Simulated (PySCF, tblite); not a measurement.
# C15H10B−: electronic excitations, NMR shifts

What do calculations give for the electronic excitations, NMR shifts of C15H10B− (`c1ccc2cc3ccc4cccc(c1)c2[b-]43`)?

Computed with tblite 0.8.0 and PySCF 2.14.0 and routines of our own; the level stands in each step. Atoms count from 0.

## (1) The starting structure

26 atoms, charge -1, multiplicity 1; geometry from: force field, distance geometry or constructed start.

## (2) Geometry optimisation with GFN2-xTB

What the job is given:

```
{"job": {"kind": "relax", "xc": "GFN2-xTB", "basis": "xTB"}, "charge": -1, "multiplicity": 1}
C      3.325600    -0.110400    -0.399200
C      3.065200    -1.472000    -0.329900
C      1.861300    -2.127900    -0.154500
C      0.603900    -1.537700    -0.029400
C     -0.555700    -2.341700     0.146100
C     -1.623500    -1.487700     0.241200
C     -2.987600    -1.439100     0.404200
C     -3.343500    -0.073900     0.408300
C     -2.202700     0.720100     0.242700
C     -2.088500     2.094800     0.185800
C     -0.874500     2.789100     0.013100
C      0.460800     2.320800    -0.131100
C      1.040300     1.008500    -0.153700
C      2.445700     0.975300    -0.329400
C      0.278200    -0.159700    -0.028400
B     -1.139200    -0.199700     0.150100
H      4.365000     0.154400    -0.531300
H      3.935900    -2.121100    -0.408200
H      1.901800    -3.207100    -0.123600
H     -0.597200    -3.420800     0.185700
H     -3.657200    -2.281600     0.517000
H     -4.357900     0.297700     0.516600
H     -2.988500     2.686900     0.281300
H     -0.985000     3.864400    -0.008100
H      1.154600     3.155100    -0.240400
H      2.949900     1.927100    -0.417000
```

Started as:

```
$ OMP_NUM_THREADS=1 python large_run.py task.json out
```

One launch serves the whole session: the jobs run in the order shown.

What it wrote:

```text
step      E/eV     max force
  0   -1046.83497    5.101
  1   -1047.49445    2.596
  2   -1047.68872    0.957
  3   -1047.79413    0.871
  4   -1047.89485    0.706
  5   -1047.95827    0.480
  6   -1047.98372    0.387
  7   -1048.00342    0.384
  8   -1048.01785    0.286
  9   -1048.02752    0.226
 10   -1048.03321    0.162
 11   -1048.03661    0.166
 12   -1048.03848    0.096
 13   -1048.03946    0.081
 14   -1048.04015    0.090
 15   -1048.04085    0.104
 16   -1048.04143    0.067
 17   -1048.04180    0.033
 18   -1048.04199    0.028
 19   -1048.04210    0.029
 20   -1048.04217    0.018
```

Wall time 0.44 s (1 thread of AMD EPYC 7B13, shared host); peak memory 0.18 GiB.

Relaxation path:

| step | energy from step 0 (eV) | largest force (eV/Å) |
| --- | --- | --- |
| 0 | 0.0000 | 5.1011 |
| 1 | -0.6595 | 2.5961 |
| 2 | -0.8537 | 0.9572 |
| 3 | -0.9592 | 0.8709 |
| 4 | -1.0599 | 0.7063 |
| 5 | -1.1233 | 0.4806 |
| 6 | -1.1487 | 0.3874 |
| 7 | -1.1684 | 0.3831 |
| 8 | -1.1829 | 0.2858 |
| 9 | -1.1925 | 0.2257 |
| 10 | -1.1982 | 0.1617 |
| 11 | -1.2016 | 0.1656 |
| 12 | -1.2035 | 0.0950 |
| 13 | -1.2045 | 0.0807 |
| 14 | -1.2052 | 0.0899 |
| 15 | -1.2059 | 0.1040 |
| 16 | -1.2065 | 0.0678 |
| 17 | -1.2068 | 0.0333 |
| 18 | -1.2070 | 0.0285 |
| 19 | -1.2071 | 0.0287 |
| 20 | -1.2072 | 0.0182 |

Close pairs (by a distance rule), those that changed most:

| bond | before (Å) | after (Å) | change (Å) |
| --- | --- | --- | --- |
| C5–B15 | 1.379 | 1.505 | +0.126 |
| C8–B15 | 1.409 | 1.527 | +0.118 |
| C3–C14 | 1.416 | 1.519 | +0.103 |
| C5–C6 | 1.375 | 1.417 | +0.042 |
| C10–C11 | 1.422 | 1.380 | -0.042 |
| C4–C5 | 1.371 | 1.408 | +0.037 |
| C7–C8 | 1.400 | 1.435 | +0.036 |
| C14–B15 | 1.429 | 1.463 | +0.034 |

The final coordinates are the input of the step that follows.

## (3) Vibrational analysis with GFN2-xTB

What the job is given:

```
{"job": {"kind": "ir", "xc": "GFN2-xTB", "basis": "xTB"}, "charge": -1, "multiplicity": 1}
C      3.349732    -0.091712    -0.402479
C      3.115854    -1.467073    -0.330177
C      1.914535    -2.158662    -0.161791
C      0.647285    -1.635153    -0.025099
C     -0.535167    -2.381648     0.142349
C     -1.651458    -1.530490     0.249616
C     -3.054376    -1.419863     0.415270
C     -3.458525    -0.086136     0.421431
C     -2.349244     0.809964     0.258573
C     -2.154626     2.158833     0.192320
C     -0.863033     2.736283     0.016533
C      0.428478     2.270792    -0.125230
C      1.084692     0.986502    -0.162739
C      2.501467     0.992115    -0.334248
C      0.309843    -0.154292    -0.032128
B     -1.142525    -0.118486     0.142441
H      4.401014     0.166686    -0.538213
H      4.004411    -2.089719    -0.418230
H      1.998420    -3.245945    -0.136564
H     -0.527478    -3.469010     0.177090
H     -3.766612    -2.236958     0.526977
H     -4.494636     0.216995     0.536581
H     -2.975924     2.877198     0.269749
H     -0.911458     3.827126    -0.013147
H      1.143570     3.087633    -0.238687
H      2.973136     1.968590    -0.422233
```

What it wrote:

```text
mode    cm-1     km/mol
  1     -41.3      1.00
  2      95.5      0.12
  3     111.4      0.26
  4     199.3      0.07
  5     227.4      0.69
  6     302.9      0.66
  7     321.0      0.56
  8     328.3      0.17
  9     358.5      0.48
 10     387.4      0.09
 11     411.5      0.71
 12     433.8      3.74
 13     493.6     15.03
 14     504.1      2.20
 15     519.4      1.24
 16     555.2      2.07
 17     578.2      0.68
 18     581.2      2.23
 19     604.0      6.81
 20     643.5     36.45
 21     648.8      2.41
 22     691.9     17.41
 23     708.6      5.66
 24     740.8      2.45
 25     767.7      5.46
 26     772.3     15.49
 27     782.4      9.64
 28     792.5     10.90
 29     822.8      3.28
 30     849.5      2.74
 31     873.4      0.75
 32     876.2      2.76
 33     879.0      2.14
 34     907.2      0.31
 35     935.2      0.91
 36     989.7     12.12
 37    1007.7     12.52
 38    1013.0    228.36
 39    1037.4      5.15
 40    1074.3     33.23
 41    1105.7     64.51
 42    1168.2      8.76
 43    1177.8     43.27
 44    1231.5     54.67
 45    1239.6    129.74
 46    1257.3     10.95
 47    1284.4      5.61
 48    1300.0     36.46
 49    1323.0      0.10
 50    1329.9      3.42
 51    1370.5     22.30
 52    1377.9     47.67
 53    1385.6     59.37
 54    1419.7     35.11
 55    1432.7     22.75
 56    1459.2      7.72
 57    1468.2     25.57
 58    1483.4    111.35
 59    1513.4      1.03
 60    1587.1     22.25
 61    1595.8     27.69
 62    1599.9      2.57
 63    2889.8    182.55
 64    2929.1     99.41
 65    2932.0    233.98
 66    2939.3     19.78
 67    2940.6     45.32
 68    2952.8    473.34
 69    2956.3     10.38
 70    2970.0    362.24
 71    2983.1    691.92
 72    2987.9      1.53
```

Run time: 2.8 s. Hardware: 1 thread of AMD EPYC 7B13, shared host; peak memory 0.18 GiB.

Which atoms move in the most intense modes:

| cm⁻¹ | km/mol | atoms |
| --- | --- | --- |
| 1013 | 228.4 | C2 14 %, C7 11 % |
| 1240 | 129.7 | H21 21 %, C4 11 % |
| 1483 | 111.3 | C5 21 %, C0 17 % |
| 2890 | 182.6 | H22 89 % |
| 2932 | 234.0 | H20 84 % |
| 2953 | 473.3 | H19 56 %, H24 15 % |
| 2970 | 362.2 | H25 46 %, H17 35 % |
| 2983 | 691.9 | H21 39 %, H17 22 %, H25 18 % |

## (4) Electronic excitations: TDA CAM-B3LYP/6-31G*

The job, as its differences from that of step 3:

```diff
@@ -1,2 +1,2 @@
-{"job": {"kind": "ir", "xc": "GFN2-xTB", "basis": "xTB"}, "charge": -1, "multiplicity": 1}
+{"job": {"kind": "uv", "basis": "6-31G*", "grid": 1, "kgrid": 0, "vcut": 1.5, "nstates": 6, "ntriplets": 2, "tda": true, "delta": [], "pop": true, "xc": "CAM-B3LYP"}, "charge": -1, "multiplicity": 1}
 C      3.349732    -0.091712    -0.402479
```

Method: TDA CAM-B3LYP/6-31G*, vertical, gas phase, core orbitals frozen in the response, virtual orbitals cut by energy.

What it wrote:

```text
start: PBE on a coarse grid of 22372 points
cycle   1  E = -601.4998330748  dE =  2.742e+00  |g| = 9.823e-01  |ddm| = 6.205e+00
cycle   2  E = -598.9254042641  dE =  2.574e+00  |g| = 2.713e+00  |ddm| = 6.124e+00
cycle   3  E = -601.3817485560  dE = -2.456e+00  |g| = 1.108e+00  |ddm| = 5.365e+00
cycle   4  E = -601.7246858473  dE = -3.429e-01  |g| = 4.795e-01  |ddm| = 1.859e+00
cycle   5  E = -601.6945364880  dE =  3.015e-02  |g| = 5.521e-01  |ddm| = 1.399e+00
cycle   6  E = -601.8008862326  dE = -1.063e-01  |g| = 1.816e-01  |ddm| = 8.860e-01
cycle   7  E = -601.8102274866  dE = -9.341e-03  |g| = 6.315e-02  |ddm| = 3.054e-01
cycle   8  E = -601.8112826514  dE = -1.055e-03  |g| = 2.862e-02  |ddm| = 1.075e-01
cycle   9  E = -601.8115192151  dE = -2.366e-04  |g| = 7.322e-03  |ddm| = 3.907e-02
final grid: 98669 points
cycle  10  E = -602.0252376347  dE = -1.119e-02  |g| = 3.973e-02  |ddm| = 5.797e-01
cycle  11  E = -602.0258722187  dE = -6.346e-04  |g| = 3.075e-02  |ddm| = 1.273e-01
cycle  12  E = -602.0261472761  dE = -2.751e-04  |g| = 1.356e-02  |ddm| = 5.268e-02
cycle  13  E = -602.0262342664  dE = -8.699e-05  |g| = 8.199e-03  |ddm| = 2.970e-02
cycle  14  E = -602.0262711249  dE = -3.686e-05  |g| = 2.943e-03  |ddm| = 1.637e-02
cycle  15  E = -602.0262833834  dE = -1.226e-05  |g| = 1.713e-03  |ddm| = 9.485e-03
cycle  16  E = -602.0262897833  dE = -6.400e-06  |g| = 8.849e-04  |ddm| = 1.090e-02
cycle  17  E = -602.0262899423  dE = -1.590e-07  |g| = 3.735e-04  |ddm| = 3.791e-03
cycle  18  E = -602.0262921024  dE = -2.160e-06  |g| = 2.470e-04  |ddm| = 2.371e-03
cycle  19  E = -602.0262900442  dE =  2.058e-06  |g| = 1.197e-04  |ddm| = 9.758e-04
cycle  20  E = -602.0262901753  dE = -1.311e-07  |g| = 4.701e-05  |ddm| = 1.076e-03
converged SCF energy = -602.0262901753

Static polarisability (au): isotropic 198.558, principal 52.132 222.268 321.274

Singlet excitations
state   eV       nm        f      main configurations
  1   1.4316    866.1   0.01017   H->L 0.78, H->L+1 0.19
  2   1.7511    708.0   0.02808   H->L+1 0.75, H->L 0.15
  3   3.2699    379.2   0.02146   H->L+2 0.63, H-1->L+1 0.33
  4   3.5977    344.6   0.04835   H-1->L 0.53, H-2->L+1 0.18, H-2->L 0.17
  5   3.9205    316.2   0.06699   H-2->L 0.48, H-1->L+1 0.21, H-1->L 0.14
  6   4.1048    302.0   0.00002   H-3->L 0.94

Triplet excitations (Tamm-Dancoff, eV): 0.9889 1.0498
```

It took 27 s on 1 thread of AMD EPYC 7B13, shared host; peak memory 0.68 GiB.

The orbitals next to the gap, with their largest atomic shares:

| orbital | eV | atoms |
| --- | --- | --- |
| HOMO−4 | -5.01 | C14 22 %, B15 20 %, C8 18 % |
| HOMO−3 | -4.16 | C5 34 %, B15 29 %, C8 7 % |
| HOMO−2 | -3.09 | C14 16 %, C8 15 %, C11 15 % |
| HOMO−1 | -2.48 | C4 17 %, C7 13 %, C2 12 % |
| HOMO | -0.70 | B15 17 %, C1 16 %, C13 14 % |
| LUMO | 3.41 | C6 20 %, C11 15 %, C8 12 % |
| LUMO+1 | 3.77 | C0 15 %, C14 14 %, C2 12 % |
| LUMO+2 | 5.07 | B15 19 %, C12 12 %, C4 12 % |
| LUMO+3 | 6.96 | C10 18 %, C11 15 %, C7 13 % |

With each of the 6 states as a Gaussian band of 0.4 eV half-width at 1/e, the curve within the window shown has maxima at 734 nm (ε 1,400), 329 nm (ε 4,200) L/(mol cm). Beyond the last state computed it falls off for lack of states. The curve at chosen wavelengths:

| nm | ε (L/mol/cm) |
| --- | --- |
| 281 | 660 |
| 329 | 4164 |
| 378 | 2096 |
| 426 | 486 |
| 474 | 74 |
| 523 | 112 |
| 571 | 395 |
| 620 | 832 |
| 668 | 1198 |
| 716 | 1370 |
| 765 | 1351 |
| 813 | 1214 |
| 861 | 1031 |
| 910 | 840 |
| 958 | 673 |
| 1006 | 532 |
| 1055 | 415 |
| 1103 | 325 |
| 1151 | 254 |
| 1200 | 198 |
| 1248 | 155 |
| 1297 | 122 |
| 1345 | 96 |
| 1393 | 77 |
| 1442 | 61 |
| 1490 | 49 |

Further results of this job:

| property | computed |
| --- | --- |
| polarisability (Å³) | 29.42 |
| HOMO–LUMO gap (eV) | 4.12 |
| −ε(HOMO) (eV) | 0.70 |

## (5) NMR shifts: GIAO PBE0/pcSseg-1

The job, as its differences from that of step 4:

```diff
@@ -1,2 +1,2 @@
-{"job": {"kind": "uv", "basis": "6-31G*", "grid": 1, "kgrid": 0, "vcut": 1.5, "nstates": 6, "ntriplets": 2, "tda": true, "delta": [], "pop": true, "xc": "CAM-B3LYP"}, "charge": -1, "multiplicity": 1}
+{"job": {"kind": "nmr", "xc": "PBE0", "basis": "pcSseg-1", "pop": false}, "charge": -1, "multiplicity": 1}
 C      3.349732    -0.091712    -0.402479
```

Level: GIAO PBE0/pcSseg-1 NMR shielding, non-relativistic, gas phase.

What it wrote:

```text
start: PBE on a coarse grid of 22372 points
cycle   1  E = -601.1653680944  dE =  2.699e+00  |g| = 9.720e-01  |ddm| = 5.876e+00
cycle   2  E = -597.7992112377  dE =  3.366e+00  |g| = 3.148e+00  |ddm| = 1.393e+01
cycle   3  E = -601.0239404936  dE = -3.225e+00  |g| = 1.080e+00  |ddm| = 1.376e+01
cycle   4  E = -601.3248073523  dE = -3.009e-01  |g| = 6.185e-01  |ddm| = 2.066e+00
cycle   5  E = -601.4093998728  dE = -8.459e-02  |g| = 4.138e-01  |ddm| = 1.245e+00
cycle   6  E = -601.4585476960  dE = -4.915e-02  |g| = 1.751e-01  |ddm| = 6.826e-01
cycle   7  E = -601.4669206314  dE = -8.373e-03  |g| = 6.834e-02  |ddm| = 2.799e-01
cycle   8  E = -601.4681968754  dE = -1.276e-03  |g| = 2.505e-02  |ddm| = 1.123e-01
cycle   9  E = -601.4683595378  dE = -1.627e-04  |g| = 9.479e-03  |ddm| = 3.866e-02
final grid: 209890 points
cycle  10  E = -601.6313635045  dE = -9.177e-03  |g| = 4.958e-02  |ddm| = 6.250e-01
cycle  11  E = -601.6311522018  dE =  2.113e-04  |g| = 5.653e-02  |ddm| = 1.193e-01
cycle  12  E = -601.6318901831  dE = -7.380e-04  |g| = 2.120e-02  |ddm| = 8.319e-02
cycle  13  E = -601.6320155546  dE = -1.254e-04  |g| = 7.696e-03  |ddm| = 3.408e-02
cycle  14  E = -601.6320316644  dE = -1.611e-05  |g| = 3.572e-03  |ddm| = 1.338e-02
cycle  15  E = -601.6320354006  dE = -3.736e-06  |g| = 7.200e-04  |ddm| = 5.290e-03
cycle  16  E = -601.6320356617  dE = -2.611e-07  |g| = 4.110e-04  |ddm| = 1.686e-03
cycle  17  E = -601.6320366153  dE = -9.536e-07  |g| = 1.202e-04  |ddm| = 8.445e-04
cycle  18  E = -601.6320350024  dE =  1.613e-06  |g| = 1.196e-04  |ddm| = 5.239e-04
cycle  19  E = -601.6320374054  dE = -2.403e-06  |g| = 2.686e-05  |ddm| = 2.493e-04
converged SCF energy = -601.6320374054

GIAO shielding tensors (ppm)
atom      isotropic    diamagn.    paramagn.     s11        s22        s33       span
  0 C       50.872     251.453    -200.580    -64.206     63.872    152.950    217.157
  1 C       79.049     253.458    -174.410    -12.662     94.409    155.400    168.062
  2 C       52.359     249.355    -196.996    -41.750     56.392    142.435    184.186
  3 C       37.154     253.240    -216.086    -48.283     34.036    125.709    173.992
  4 C       58.343     248.107    -189.764     -9.853     43.510    141.372    151.225
  5 C       30.595     270.633    -240.038    -66.211     -8.677    166.672    232.884
  6 C       38.030     249.682    -211.652    -52.422     24.251    142.262    194.684
  7 C       58.289     247.990    -189.701    -16.454     62.510    128.810    145.264
  8 C       24.045     267.720    -243.675    -79.856    -31.975    183.965    263.821
  9 C       55.656     249.161    -193.505    -33.151     46.670    153.450    186.600
 10 C       52.092     251.367    -199.275    -57.176     60.870    152.583    209.759
 11 C       45.523     250.988    -205.465    -51.098     51.978    135.689    186.787
 12 C       36.621     250.835    -214.213    -52.037     -4.603    166.504    218.541
 13 C       72.221     252.102    -179.880     -8.329     93.795    131.198    139.527
 14 C       49.943     252.163    -202.220    -76.123     47.022    178.930    255.052
 15 B       72.933     190.559    -117.626     32.521     57.925    128.353     95.833
 16 H       24.548      27.719      -3.172     18.930     25.759     28.955     10.025
 17 H       25.671      28.496      -2.825     19.782     27.828     29.404      9.622
 18 H       23.844      31.257      -7.413     17.582     24.873     29.077     11.495
 19 H       23.421      34.045     -10.624     18.330     24.805     27.129      8.799
 20 H       23.338      30.785      -7.447     20.101     23.620     26.293      6.193
 21 H       24.433      31.514      -7.081     20.442     25.671     27.186      6.743
 22 H       23.485      30.263      -6.779     17.419     25.366     27.669     10.250
 23 H       23.905      27.750      -3.845     16.848     25.390     29.477     12.629
 24 H       23.641      31.726      -8.085     15.927     24.109     30.886     14.958
 25 H       25.090      32.171      -7.082     18.566     26.309     30.394     11.828
```

Wall time 41 s (1 thread of AMD EPYC 7B13, shared host); peak memory 0.73 GiB.

Shifts follow as δ = σ(reference) − σ, with reference shieldings (ppm) from runs at the same level and on the same kind of geometry: 1H TMS 31.72, 13C TMS 186.9, 11B BF3·OEt2 100.1. The references are single molecules in the gas phase.

| atoms | environment | σ (ppm) | δ (ppm) |
| --- | --- | --- | --- |
| C8 | ring-fusion aromatic carbon | 24.0 | 162.9 |
| C5 | ring-fusion aromatic carbon | 30.6 | 156.3 |
| C12 | ring-fusion aromatic carbon | 36.6 | 150.3 |
| C3 | ring-fusion aromatic carbon | 37.2 | 149.8 |
| C6 | aromatic CH | 38.0 | 148.9 |
| C11 | aromatic CH | 45.5 | 141.4 |
| C14 | ring-fusion aromatic carbon | 49.9 | 137.0 |
| C0 | aromatic CH | 50.9 | 136.1 |
| C10 | aromatic CH | 52.1 | 134.8 |
| C2 | aromatic CH | 52.4 | 134.6 |
| C9 | aromatic CH | 55.7 | 131.3 |
| C7 | aromatic CH | 58.3 | 128.6 |
| C4 | aromatic CH | 58.3 | 128.6 |
| C13 | aromatic CH | 72.2 | 114.7 |
| C1 | aromatic CH | 79.0 | 107.9 |
| H20 | hydrogen on an aromatic CH | 23.34 | 8.38 |
| H19 | hydrogen on an aromatic CH | 23.42 | 8.30 |
| H22 | hydrogen on an aromatic CH | 23.48 | 8.23 |
| H24 | hydrogen on an aromatic CH | 23.64 | 8.08 |
| H18 | hydrogen on an aromatic CH | 23.84 | 7.87 |
| H23 | hydrogen on an aromatic CH | 23.91 | 7.81 |
| H21 | hydrogen on an aromatic CH | 24.43 | 7.28 |
| H16 | hydrogen on an aromatic CH | 24.55 | 7.17 |
| H25 | hydrogen on an aromatic CH | 25.09 | 6.63 |
| H17 | hydrogen on an aromatic CH | 25.67 | 6.05 |
| B15 | boron bonded to 3 C, in a 5-membered ring | 72.9 | 27.1 |

Ring of atoms C0, C1, C2, C3, C12, C13, C14: NICS(0) -1.2, NICS(1) -4.1, NICS(1)zz -8.4 ppm (means of both faces).

Ring of atoms C3, C4, C5, C14, B15: NICS(0) -11.2, NICS(1) -14.9, NICS(1)zz -38.1 ppm (means of both faces).

Ring of atoms C5, C6, C7, C8, B15: NICS(0) -0.7, NICS(1) -5.1, NICS(1)zz -9.7 ppm (means of both faces).

## (6) What came out

```
                                   quantity                                                                                                          value
  strongest single infrared mode (GFN2-xTB)                                                                                          2983 cm⁻¹, 692 km/mol
               zero-point energy (GFN2-xTB)                                                                                                 120.7 kcal/mol
          lowest singlet (CAM-B3LYP/6-31G*)                                                                                    1.43 eV (866 nm), f = 0.010
   brightest single state of those computed                                                                                    state 5, 3.92 eV, f = 0.067
                             lowest triplet                                                                                                        0.99 eV
     13C shifts against TMS (PBE0/pcSseg-1)  162.9, 156.3, 150.3, 149.8, 148.9, 141.4, 137.0, 136.1, 134.8, 134.6, 131.3, 128.6, 128.6, 114.7 ppm and more
      1H shifts against TMS (PBE0/pcSseg-1)                                                 8.38, 8.30, 8.23, 8.08, 7.87, 7.81, 7.28, 7.17, 6.63, 6.05 ppm
11B shifts against BF3·OEt2 (PBE0/pcSseg-1)                                                                                                       27.1 ppm
```

**Reading.** The lowest mode is imaginary (41i cm⁻¹), so the xTB geometry is not a minimum. The strongest single mode, at 2983 cm⁻¹, is spread over several atoms, H21, H17, H25 among them. Unscaled tight-binding wavenumbers are off by several per cent, some by more. Its intensities can rank the bands wrongly. The first singlet state (HOMO→LUMO 0.78, HOMO→LUMO+1 0.19) lies at 1.43 eV and is weak; of the 6 states computed, the strongest absorption comes from state 5 at 3.92 eV. State 2 absorbs in the visible (708 nm). The lowest triplet lies 0.44 eV below the lowest singlet. The lowest singlet lies above −ε(HOMO); no detachment energy was computed, so the anion's states may not be bound. NICS(1)zz of -38 ppm above the planar ring from C3 marks a diatropic (aromatic) ring current.
